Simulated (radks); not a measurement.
# Ga²⁺ in [Ar] 3d10 4s1: an all-electron calculation

One table from this session's results is given with a row withheld; the runs are named, their logs left out.

Program: radks (a radial shooting solver on a logarithmic mesh, Libxc functionals) version 1. Level of theory: Dirac Kohn-Sham, exchange-only PBE, spin-unpolarised, spherical densities, finite nucleus. These are calculated values, not measurements, unless marked.

**Starting point**

| Quantity | Value |
| --- | --- |
| element | gallium (Z = 31) |
| charge | +2 |
| electrons | 29 |
| configuration | [Ar] 3d10 4s1 |
| nuclear rms radius | 3.9973 fm |

The outer shells:

Ga²⁺
```
[Ar] core
3d [↑↓][↑↓][↑↓][↑↓][↑↓]
4s [↑ ]
```

The first run:

Input:

```text
Z 31
configuration [Ar] 3d10 4s1 4p0 5s0
relativity Dirac
functional pbe,
spin unpolarised
j_filling energy
nucleus finite rms 3.9973 fm
c 137.035999084
```

One of the session's tables, all rows but one given; the rest of the session is left out.

It belongs to the step «Shells». Radial moments (bohr):

```
level      <r>  outermost maximum (interpolated)  90 % within  nodes
1s1/2  0.04860                            0.0318       0.0868      0
2s1/2        ?                                 ?            ?      ?
2p1/2   0.1883                             0.144        0.308      0
2p3/2   0.1918                             0.147        0.313      0
3s1/2   0.6519                             0.565        0.977      2
3p1/2   0.6719                             0.561         1.04      1
3p3/2   0.6827                             0.570         1.05      1
3d3/2   0.7974                             0.531         1.37      0
3d5/2   0.8032                             0.534         1.38      0
4s1/2    2.098                              1.79         3.12      3
4p1/2    2.540                              2.13         3.82      2
4p3/2    2.571                              2.16         3.86      2
```

Estimate the missing values for 2s1/2.

The run gave: <r>: 0.2176; outermost maximum (interpolated): 0.183; 90 % within: 0.337; nodes: 1. In the column «<r>» it lies between 2p3/2 (0.1918) and 3s1/2 (0.6519).

Caveats from the session: Spin polarisation and multiplet splitting are left out.
